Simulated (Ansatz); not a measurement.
# CuIrSe2 (NaFeO2 type): one cell under locks on the spin (series 3)

Task: run CuIrSe2 (NaFeO2 type) at one cell with the spin set up in several ways. Cell and atoms stay fixed. The cell was built by placing the elements on the sites of a structure type; the runs don't test whether it is the stable form.

Computed with Ansatz 0.2.0 (DFT LDA+U (U_eff = 2 eV on Ir d, around-mean-field double counting), plane waves, PAW, no spin–orbit coupling unless a run says so, unless a step's input says otherwise).

## (1) The system as given

The structure is trigonal, space group R-3m (No. 166). The conventional cell has a = 3.817 Å, b = 3.817 Å, c = 20.785 Å, α = 90.00°, β = 90.00°, γ = 120.00°. Cu (site symmetry -3m) is surrounded by 6 Se at 3.03 Å. Ir (site symmetry -3m) has 6 Se at 2.60 Å as nearest neighbours. Around Se (site symmetry 3m) lie 3 Ir at 2.60 Å and 3 Cu at 3.03 Å.

Structure file:

```cif
data_structure
_symmetry_space_group_name_H-M 'P 1'
_symmetry_Int_Tables_number 1
_cell_length_a 7.2703
_cell_length_b 7.2703
_cell_length_c 7.2703
_cell_angle_alpha 30.436
_cell_angle_beta 30.436
_cell_angle_gamma 30.436
_cell_volume 87.41
loop_
_atom_site_label
_atom_site_type_symbol
_atom_site_fract_x
_atom_site_fract_y
_atom_site_fract_z
_atom_site_occupancy
Cu1 Cu 0.50000 0.50000 0.50000 1
Ir1 Ir 0.00000 0.00000 0.00000 1
Se1 Se 0.26670 0.26670 0.26670 1
Se2 Se 0.73330 0.73330 0.73330 1
```

The runs: total moment locked, 4.40 μB per cell; total moment locked, 3.00 μB per cell; total moment locked, 3.60 μB per cell.

An earlier series on this cell reached its lowest free state from «ferromagnetic start, free, symmetry kept, no search», perhaps among other starts (it ended without moments).

## (2) Total moment locked, 4.40 μB per cell

input.yaml

```yaml
crystal:
  lattice:
    - [1.90842244, 1.10182821, 6.92830171]
    - [-1.90842244, 1.10182821, 6.92830171]
    - [0.0, -2.20365642, 6.92830171]
  atoms:
    - { symbol: Cu, position: [0.5, 0.5, 0.5] }
    - { symbol: Ir, position: [0.0, 0.0, 0.0], spin: 4.4 }
    - { symbol: Se, position: [0.2667, 0.2667, 0.2667] }
    - { symbol: Se, position: [0.7333, 0.7333, 0.7333] }
basis:
  ecutwfc: 420
  ecutrho_ratio: 4
kpoints:
  mp_grid: { grid: [6, 6, 6] }
hamiltonian:
  xc: lda
  hubbard:
    sites:
      - { site: 1, l: d, u_eff: 2.0, starting_ns: [{ spin: up, occupation_matrix: s1up }, { spin: down, occupation_matrix: s1down }] }
    double_counting: amf
    occupation_matrices:
      s1up:
        matrix:
          - [0.97, 0.0, 0.0, 0.0, 0.0]
          - [0.0, 0.97, 0.0, 0.0, 0.0]
          - [0.0, 0.0, 0.97, 0.0, 0.0]
          - [0.0, 0.0, 0.0, 0.97, 0.0]
          - [0.0, 0.0, 0.0, 0.0, 0.97]
      s1down:
        matrix:
          - [0.97, 0.0, 0.0, 0.0, 0.0]
          - [0.0, 0.02, 0.0, 0.0, 0.0]
          - [0.0, 0.0, 0.02, 0.0, 0.0]
          - [0.0, 0.0, 0.0, 0.02, 0.0]
          - [0.0, 0.0, 0.0, 0.0, 0.02]
    ns_hold: { iters: 8 }
scf:
  occupations: { method: gaussian, width: 0.05 }
  lower_state_search: "off"
  max_iter: 150
output:
  forces: true
  stress: true
  eigenvalues: true
  populations: true
  hubbard: { sites: [{ site: 1, l: d }] }
magnetization:
  spin_polarized: true
  initial_magnetization: 4.4
  spin_locking: { lock_magnetization: hard }
```

The typed matrices put 0.97 on the chosen orbitals and 0.02 on the others, and are held for 8 cycles. The lock stays on to the end, so the result is a constrained state.

On the command line:

```bash
$ ansatz run input.yaml --threads 2 --pin off --max-ram 3072MiB --backend cpu --events-out ev --progress --plain --runs-dir out
```

Log:

```text
Warning: output.stress: scf.convergence.dr2_threshold = 1e-7 eV (the SCF's general default) is looser than the 4e-10 eV advised for a printed stress (1e-10 eV for each atom of the cell: 4). What an SCF threshold leaves in a stress goes as its square root, and in the free energy as the threshold itself, and one threshold admits the most on a small cell: of the crystals measured, under no hybrid functional and no lock of the moments, on runs that ended without the residual-converged pass, on stresses that held no estimate of that error, the worst erred by over 100 MPa in a component at 1e-7 eV an atom and by under 5 at 1e-10. Set scf.convergence.dr2_threshold to 4e-10 eV or tighter. The threshold is an SCF's pass mark: one that does not reach it within its budget of iterations ends unconverged, or closes short of it on a stop that the run arms, and scf.convergence.dr2_threshold's page says what that costs each kind of run
Warning: RAYON_NUM_THREADS=2 ignored (pool sized by the plan → 2); use --threads N
basis.fft_grid_basis auto: the FFT boxes are laid along the combinations [[1, 0, -1], [0, 1, -1], [0, 0, 1]] of the cell's own vectors, 3.817, 3.817 and 7.270 Å long. The dense box has 27×27×50 points. Along the cell's own vectors, as sized, it would have 50×50×50, 3.43 times as many. Of the 12 symmetry operations that the crystal satisfies within crystal.symmetry.tolerance (time reversal apart; of a slab, those that keep its plane) the dense box along the cell's own vectors carries 12, and the one as laid loses 8 of those. basis.fft_grid_basis: typed keeps the cell's own vectors: state it where this run's energies or levels are differenced outside the engine with another run's, or held beside a run that keeps those vectors.
Cu: projections on atomic orbitals take those of the free atom [Ne] 3s2 3p6 3d10 4s1, of charge +0.00 (hamiltonian.pseudopotentials.projection_atoms); the dataset's partial waves leave at most 2.0e-6 of an orbital's norm unspanned inside its sphere
Ir: projections on atomic orbitals take those of the free atom [Kr 4d10 4f14] 5s2 5p6 5d7 6s2, of charge +0.00 (hamiltonian.pseudopotentials.projection_atoms); the dataset's partial waves leave at most 8.4e-5 of an orbital's norm unspanned inside its sphere
Se: projections on atomic orbitals take those of the free atom [Ar] 3d10 4s2 4p4, of charge +0.00 (hamiltonian.pseudopotentials.projection_atoms); the dataset's partial waves leave at most 2.3e-6 of an orbital's norm unspanned inside its sphere
Engine: ansatz 0.2.0, x86_64-unknown-linux-gnu
Pseudopotentials: kind: paw
Pseudopotential: Cu, paw, valence charge 19, recommended cutoff 420 eV (normal), Cu.paw.azcp
Pseudopotential: Ir, paw, valence charge 17, recommended cutoff 420 eV (normal), Ir.paw.azcp
Pseudopotential: Se, paw, valence charge 16, recommended cutoff 420 eV (normal), Se.paw.azcp
Functional definition: SPW92
  exchange = slater_x
  correlation = pw_c
Crystal: 4 atoms, lattice volume = 87.411 Å³
Basis set: ecut = 420 eV, 1697 PW (Γ), FFT grids on a1−a3, a2−a3, a3
Bands: 44, of which v1, the nominal top of the filled ones, is band 34 counted from 1 (33 counted from 0)
Symmetry: 12 space group operations
Space group: R-3m (ITA 166), of the structure as read, at distance tolerance 4.4e-5 Å
Magnetic group: BNS 166.97 (UNI 1327), of the structure as read, at distance tolerance 4.4e-5 Å
k-points: 32 of 216
Non-local potential: Cu, projectors of the file, l = 0: 3, l = 1: 2, l = 2: 3, l = 3: 1
Non-local potential: Ir, projectors of the file, l = 0: 3, l = 1: 2, l = 2: 2, l = 3: 1
Non-local potential: Se, projectors of the file, l = 0: 2, l = 1: 2, l = 2: 3, l = 3: 1
PAW form: soft (Blöchl's): semilocal exchange-correlation on the pseudo side does not see the compensation charge
PAW frozen core: Cu, regenerated for the run's functional, and the local potential with it (the file was generated under x = pbe(κ = 0.804, μ = 0.2195149727645171), c = pbe(β = 0.06672455060314922))
PAW frozen core: Ir, regenerated for the run's functional, and the local potential with it (the file was generated under x = pbe(κ = 0.804, μ = 0.2195149727645171), c = pbe(β = 0.06672455060314922))
PAW frozen core: Se, regenerated for the run's functional, and the local potential with it (the file was generated under x = pbe(κ = 0.804, μ = 0.2195149727645171), c = pbe(β = 0.06672455060314922))
PAW one-centre angular grid: Cu, 590 points (default); XC on 64 Gauss nodes
PAW one-centre angular grid: Ir, 590 points (default); XC on 64 Gauss nodes
PAW one-centre angular grid: Se, 590 points (default); XC on 64 Gauss nodes
Initial density: superposition of atomic densities (chi_scale 0.1, normalization cell, long waves kept (reshape's long-wave potential 0.26 eV rms))
Starting moments: Σ|m| = 4.4 μB on 1 of 4 sites
Initial wavefunctions: pseudopotential atomic-orbital guess
Functional: x = slater, c = lda
SCF iter   1: F=—  HF=-28980.545279 eV  |F-HF|=—  |Δ(HF+E_count)|=         —  Δρ=7.63e-2 (↑7.63e-2 ↓5.31e-2)  dr2=9.00e0  dr2_m=2.80e0  M=4.400 μB ∫|m|=4.428 μB  β_m=0.30  ethr=3.10e-3  ⟨swp⟩=6.5  Hψ=10108  notcnv=0  defer=2
preconditioner: auto → Kerker (q_TF=auto, 2.616 Å⁻¹)  [metal: Δε(μ)=0.015 eV  Ē_g=10.166 eV  σ=0.050 eV  W_gap=0.17  n_scr=28 (ndim 8)  ℏωp=22.5 eV  f_vac=0.040  D(μ)=2.24/eV (n_scr^D=16)]
spin=Collinear: Kerker preconditioning applied to the charge; magnetization (m = ρ↑ − ρ↓) channel mixes plain (no charge-response kernel on spin).
SCF iter   2: F=—  HF=-28980.137254 eV  |F-HF|=—  |Δ(HF+E_count)|=   4.08e-1  Δρ=5.08e-2 (↑5.08e-2 ↓4.59e-2)  dr2=2.53e0  dr2_m=1.70e0  M=4.400 μB ∫|m|=4.437 μB  β_m=0.54  ethr=3.10e-3  ⟨swp⟩=2.0  Hψ=4046  notcnv=0  defer=259
SCF iter   3: F=—  HF=-28980.595964 eV  |F-HF|=—  |Δ(HF+E_count)|=   4.59e-1  Δρ=2.93e-2 (↑2.38e-2 ↓2.93e-2)  dr2=1.99e0  dr2_m=1.47e-1  M=4.400 μB ∫|m|=4.449 μB  β_m=0.48  ethr=3.10e-3  ⟨swp⟩=2.0  Hψ=5688  notcnv=0  defer=262
SCF iter   4: F=—  HF=-28980.569558 eV  |F-HF|=—  |Δ(HF+E_count)|=   2.64e-2  Δρ=1.02e-1 (↑6.29e-3 ↓1.02e-1)  dr2=1.11e1  dr2_m=1.92e0  M=4.400 μB ∫|m|=4.451 μB  β_m=0.54  ethr=2.93e-3  ⟨swp⟩=2.5  Hψ=5101  notcnv=0  defer=268  recentre
SCF iter   5: F=—  HF=-28980.314849 eV  |F-HF|=—  |Δ(HF+E_count)|=   2.55e-1  Δρ=1.14e-2 (↑6.02e-3 ↓1.14e-2)  dr2=1.87e-1  dr2_m=1.26e-2  M=4.400 μB ∫|m|=4.450 μB  β_m=0.53  ethr=2.93e-3  ⟨swp⟩=2.0  Hψ=3611  notcnv=0  defer=264
SCF iter   6: F=—  HF=-28980.287773 eV  |F-HF|=—  |Δ(HF+E_count)|=   2.71e-2  Δρ=5.49e-3 (↑1.43e-3 ↓5.49e-3)  dr2=8.82e-2  dr2_m=5.45e-3  M=4.400 μB ∫|m|=4.452 μB  β_m=0.57  ethr=2.75e-4  ⟨swp⟩=2.0  Hψ=3486  notcnv=0  defer=264
SCF iter   7: F=—  HF=-28980.291577 eV  |F-HF|=—  |Δ(HF+E_count)|=   3.80e-3  Δρ=1.20e-2 (↑1.01e-3 ↓1.20e-2)  dr2=2.22e-1  dr2_m=2.60e-2  M=4.400 μB ∫|m|=4.452 μB  β_m=0.52  ethr=1.30e-4  ⟨swp⟩=2.0  Hψ=3494  notcnv=0  defer=263  recentre
SCF iter   8: F=—  HF=-28980.286581 eV  |F-HF|=—  |Δ(HF+E_count)|=   5.00e-3  Δρ=9.37e-3 (↑6.03e-4 ↓9.37e-3)  dr2=1.23e-1  dr2_m=1.62e-2  M=4.400 μB ∫|m|=4.452 μB  β_m=0.39  ethr=1.30e-4  ⟨swp⟩=1.1  Hψ=2617  notcnv=0  defer=263
SCF iter   9: F=—  HF=-28980.283167 eV  |F-HF|=—  |Δ(HF+E_count)|=   3.41e-3  Δρ=6.80e-3 (↑2.79e-4 ↓6.80e-3)  dr2=6.10e-2  dr2_m=8.85e-3  M=4.400 μB ∫|m|=4.453 μB  β_m=0.39  ethr=1.30e-4  ⟨swp⟩=1.1  Hψ=2556  notcnv=0  defer=263
Mixer restart at iter 9: flushing history
[... 5 lines left out ...]
SCF iter  15: F=—  HF=-28980.537665 eV  |F-HF|=—  |Δ(HF+E_count)|=   5.83e-3  Δρ=3.14e-3 (↑3.08e-4 ↓3.14e-3)  dr2=1.49e-2  dr2_m=1.89e-3  M=4.400 μB ∫|m|=4.456 μB  β_m=0.81  ethr=6.87e-6  ⟨swp⟩=2.0  Hψ=5401  notcnv=0  defer=268
SCF iter  16: F=—  HF=-28980.537727 eV  |F-HF|=—  |Δ(HF+E_count)|=   6.13e-5  Δρ=2.22e-3 (↑2.92e-4 ↓2.22e-3)  dr2=7.97e-3  dr2_m=7.85e-4  M=4.400 μB ∫|m|=4.456 μB  β_m=0.73  ethr=6.87e-6  ⟨swp⟩=1.5  Hψ=3012  notcnv=0  defer=268
SCF iter  17: F=—  HF=-28980.537462 eV  |F-HF|=—  |Δ(HF+E_count)|=   2.65e-4  Δρ=3.49e-4 (↑8.02e-5 ↓3.49e-4)  dr2=1.12e-4  dr2_m=2.78e-5  M=4.400 μB ∫|m|=4.456 μB  β_m=0.82  ethr=6.87e-6  ⟨swp⟩=1.0  Hψ=2549  notcnv=0  defer=268
SCF iter  18: F=—  HF=-28980.537462 eV  |F-HF|=—  |Δ(HF+E_count)|=   2.20e-7  Δρ=2.91e-4 (↑3.67e-5 ↓2.91e-4)  dr2=7.59e-5  dr2_m=1.64e-5  M=4.400 μB ∫|m|=4.456 μB  β_m=0.91  ethr=1.65e-7  ⟨swp⟩=2.0  Hψ=3957  notcnv=0  defer=268
SCF iter  19: F=—  HF=-28980.537462 eV  |F-HF|=—  |Δ(HF+E_count)|=   2.20e-7  Δρ=2.29e-4 (↑1.47e-5 ↓2.29e-4)  dr2=9.00e-5  dr2_m=1.02e-5  M=4.400 μB ∫|m|=4.456 μB  β_m=0.91  ethr=1.12e-7  ⟨swp⟩=2.3  Hψ=3537  notcnv=0  defer=268
SCF iter  20: F=—  HF=-28980.537463 eV  |F-HF|=—  |Δ(HF+E_count)|=   1.09e-6  Δρ=2.74e-4 (↑3.26e-5 ↓2.74e-4)  dr2=1.06e-4  dr2_m=1.21e-5  M=4.400 μB ∫|m|=4.456 μB  β_m=0.74  ethr=1.12e-7  ⟨swp⟩=1.0  Hψ=2548  notcnv=0  defer=268
SCF iter  21: F=—  HF=-28980.537460 eV  |F-HF|=—  |Δ(HF+E_count)|=   3.39e-6  Δρ=1.02e-4 (↑1.10e-5 ↓1.02e-4)  dr2=1.63e-5  dr2_m=1.73e-6  M=4.400 μB ∫|m|=4.456 μB  β_m=0.78  ethr=1.12e-7  ⟨swp⟩=1.0  Hψ=2548  notcnv=0  defer=268
iter 22 did not close the SCF: its close was put off for a magnetic moment that had not settled (scf_convergence_deferred on its scf_iter line)
SCF iter  22: F=-28980.537459 eV  HF=-28980.537459 eV  |F-HF|=4.11e-8  |Δ(HF+E_count)|=   5.56e-7  Δρ=7.90e-6 (↑1.85e-6 ↓7.90e-6)  dr2=6.49e-8  dr2_m=1.10e-8  M=4.400 μB ∫|m|=4.456 μB  β_m=0.89  ethr=1.47e-10  ⟨swp⟩=8.6  Hψ=12892  notcnv=0
SCF iter  23: F=-28980.537459 eV  HF=-28980.537459 eV  |F-HF|=5.11e-9  |Δ(HF+E_count)|=  3.86e-10  Δρ=1.87e-6 (↑8.81e-7 ↓1.87e-6)  dr2=9.93e-9  dr2_m=6.03e-10  M=4.400 μB ∫|m|=4.456 μB  ethr=9.54e-11  ⟨swp⟩=2.0  Hψ=7591  notcnv=0
WARN: hamiltonian.hubbard: on 1 of 2 specified blocks the occupation matrix of this SCF's result fails the test of the specified filling. At site 1 ↓ (sites count from 0 in the list of atoms of the cell that this SCF solves) the least filled combination of the orbitals specified full has occupation 0.763, and the fullest combination of the orbitals specified empty has occupation 0.564; the filling counts as kept where the first is at least 0.75 and exceeds the second by more than 0.25. The state of this SCF's result may not hold the specified filling, though these bounds can also misjudge a state that does. This warning does not say which state is lower in energy, or whether the specified filling is a self-consistent state at all; see hamiltonian.hubbard.sites[].starting_ns, Limitations, and scf.initial_density.shell_occupations in the input reference
SCF 1 converged in 23 iterations: F = -28980.537459 eV  dr2 = 9.93e-9
SCF converged after 23 iterations
Stability checked in part: among states of this total moment the steps that led to this state did not find it unstable. No probe was made; neither looks for a lower state of another moment (fixed_total_moment; see scf.lower_state_search)
Magnetization: 4.4000 μB (36.2000 up, 31.8000 down)
Absolute magnetization: 4.4026 μB (∫|ρ↑−ρ↓|, with the PAW one-centre terms)
Spin contamination: 0.0023 ħ² per cell (⟨S²⟩ above its minimum at these occupations)
Per-site moments (μB) at R_I (Å): [(0.6284671953263818, 1.2497528089101255), (1.7156013076864918, 1.0736287535866207), (0.5022996453244898, 1.0736287535866211), (0.502299645324489, 1.0736287535866207)]
Free energy (F): -28980.537459 eV
Harris-Foulkes:  -28980.537459 eV  (|F-HF|=5.11e-9)
Internal energy: -28980.530629 eV  (E = F + TS)
E sigma→0 (E₀):  -28980.534044 eV
Entropy (-TS):   -0.006830 eV (-1.708 meV/atom)
Fermi energy:    10.369321 (↑ 11.793285, ↓ 8.945357) eV
--- Per-component energies (eV) ---
  E_band       = -1516.164377
  E_kinetic    = 1156.147396
  E_local      = -11558.245740  (includes V_loc(G=0)·N_el)
  E_nonlocal   = -689.055485
  E_hartree    = 5231.146951
  E_xc         = -555.084132
  E_vxc        = -602.584151  (∫ρ·V_xc dr)
  E_hubbard    = -0.046093  (on-site DFT+U / exact-exchange correction)
  E_vhub       = -0.092184  (the Hubbard potential's part of the band-sum identity)
  E_paw        = -14212.221240  (= ΣΔE_a)
  E_vpaw       = -284.621650  (= ΣTr[D̂ρ^β])
  E_aug_tail   = -0.000946  (compensation charges beyond the density's cutoff)
  E_ewald      = -8358.467327
  E_core_change = 5.295987  (= ΣΔE_core)
  E_smearing   = -0.006830  (= −TS)
  E_closure    = 0.000000  (closes the sum)
  Σ components = -28980.537459   (vs F -28980.537459, Δ=0.00e0)
DFT+U double counting: amf (around mean field; hamiltonian.hubbard.double_counting)
--- Specified on-site occupations, and those of the state reported ---
  electrons in the specified blocks: 5.9000 specified, 7.7103 found
  site 1 (l=d) ↓: largest change of an orbital's occupation 0.5435; electrons 1.0500 specified, 2.9461 found; spectral distance 1.0721
  site 1 (l=d) ↑: largest change of an orbital's occupation 0.0628; electrons 4.8500 specified, 4.7643 found; spectral distance 0.0918
--- Forces (eV/Å), atoms counted from 1 ---
  atom   1  Cu     0.00000000     0.00000000     0.00000000
  atom   2  Ir    -0.00000000     0.00000000    -0.00000000
  atom   3  Se    -0.00000000     0.00000000    -0.89541721
  atom   4  Se     0.00000000     0.00000000     0.89541721
  max |Σ_I F_I| component: 2.22e-16 eV/Å
--- Stress (GPa, compression-positive) ---
       -6.116676      -0.000000      -0.000000
        0.000000      -6.116676      -0.000000
       -0.000000       0.000000      -7.234736
  P = ⅓ Tr σ = -6.4894 GPa (-64.894 kbar)
--- Band table (eV; the first three rows and the last of 64) ---
  k-point 0 ↑: bands = ["-101.0557", "-82.5950", "-58.9096", "-58.9096", "-58.8524", "-39.5954", "-39.5954", "-39.2930", "-38.0933", "-38.0933", "-38.0920", "-38.0911", "-38.0892", "-38.0892", "-38.0826", "-38.0826", "-38.0802", "-38.0802", "-4.5231", "-3.1361", "3.6080", "4.9366", "4.9366", "7.1413", "7.1413", "7.6248", "7.8136", "7.8136", "8.0477", "8.0477", "8.2022", "8.2924", "8.9542", "8.9542", "10.1892", "12.0479", "12.0479", "13.9338", "16.4883", "16.5147", "16.5147", "18.3698", "19.6044", "20.4791"]
  k-point 1 ↑: bands = ["-101.0557", "-82.5949", "-58.9097", "-58.9097", "-58.8524", "-39.5973", "-39.5961", "-39.2934", "-38.0932", "-38.0926", "-38.0920", "-38.0911", "-38.0900", "-38.0891", "-38.0825", "-38.0821", "-38.0809", "-38.0804", "-4.2749", "-3.1267", "3.9526", "4.7843", "5.0923", "6.3378", "6.8540", "7.4666", "7.6409", "7.8165", "7.9845", "8.0478", "8.0587", "8.3280", "8.9249", "9.1299", "10.2985", "11.6538", "11.9803", "14.5490", "15.8008", "17.1981", "17.3815", "17.4297", "18.5002", "19.1101"]
  k-point 2 ↑: bands = ["-101.0557", "-82.5948", "-58.9098", "-58.9097", "-58.8524", "-39.6012", "-39.5975", "-39.2943", "-38.0928", "-38.0925", "-38.0917", "-38.0916", "-38.0901", "-38.0890", "-38.0821", "-38.0820", "-38.0810", "-38.0809", "-3.6896", "-3.1171", "4.1245", "4.8785", "5.2668", "5.3122", "6.7417", "6.9427", "7.5578", "7.7871", "7.9153", "8.0064", "8.0877", "8.3588", "8.5622", "8.8205", "10.0337", "11.4132", "12.8747", "13.5313", "14.7480", "15.9716", "17.8470", "18.3598", "18.6843", "18.8838"]
  k-point 31 ↓: bands = ["-100.6936", "-81.6926", "-58.5409", "-58.5409", "-58.5057", "-38.4943", "-38.4943", "-38.2774", "-37.9838", "-37.9836", "-37.9836", "-37.9805", "-37.9784", "-37.9784", "-37.9754", "-37.9754", "-37.9641", "-37.9641", "-3.8855", "-2.6681", "4.9586", "5.8498", "5.8498", "6.6260", "8.1334", "8.1334", "8.3337", "8.3471", "8.3471", "8.3714", "8.3714", "9.0768", "9.8024", "9.8024", "12.7346", "12.7346", "13.2597", "14.0930", "14.8873", "17.9753", "17.9753", "19.1722", "19.1722", "19.3956"]
Occupation matrices written to <dir>
--- Löwdin populations: 4 sites ---
  site symbol       q [e]    m [muB]
     0     Cu     18.6124     0.7105
     1     Ir     16.4665     1.8840
     2     Se     16.3011     0.8274
     3     Se     16.3011     0.8274
  spilling = 0.004688 (of n_electrons = 68.000000)
--- Occupation matrices: 1 shell (run DFT+U table (all-electron-ortho-atomic); ε = 3.29e-3) ---
  Ir1 d_5D: site group D3d (-3m)
  Ir1 d_5D up     Tr n = 4.7643  λ = 0.907 0.907 0.983 0.983 0.983  [2× xz 0.29 (Eg 0.99) Eg(1.00) | 3× z2 0.33 (T2g 0.99) Eg(0.67)]
  Ir1 d_5D dn     Tr n = 2.9461  λ = 0.528 0.528 0.564 0.564 0.763  [2× x2-y2 0.27 (Eg 0.96) Eg(1.00) | 2× xz 0.27 (T2g 0.96) Eg(1.00) | z2 1.00 (T2g 1.00) A1g(1.00)]
  specified occupation → Ir1 d_5D up: matrix, ‖Δ‖_F = 0.0918, Tr Δ = +0.0857, displaced = 0.0827, d_λ = 0.0918; orbital distance = 0.0000
  specified occupation → Ir1 d_5D dn: matrix, ‖Δ‖_F = 1.0721, Tr Δ = -1.8961, displaced = 1.1548, d_λ = 1.0721; orbital distance = 0.0000
  Tr n, λ and their labels are of the run-group-symmetrised matrices; stabiliser: 12 of 24 elements of G0×{1,Θ} (closed), max defect 2.6e-15 at τ = 7.0e-4
```

It took 7.8 s on 2 threads of Intel Xeon 6975P-C (Granite Rapids), shared host; peak memory 0.64 GiB.

It ends with no gap, pressure -6.5 GPa, moments in spheres Cu 0.63; Ir 1.72; Se 0.50 μB, largest force component 0.90 eV/Å, 12 symmetry operations imposed. The program reports that the typed filling wasn't kept.

How the shells are filled (orbitals counted by the eigenvalues of the occupation matrices):

```tsv
shell	channel	electrons	over 0.8	0.2 to 0.8	under 0.2
Ir 5d (atom 2)	up	4.76	5	0	0
Ir 5d (atom 2)	down	2.95	0	5	0
```

[end of part 1 of 2]
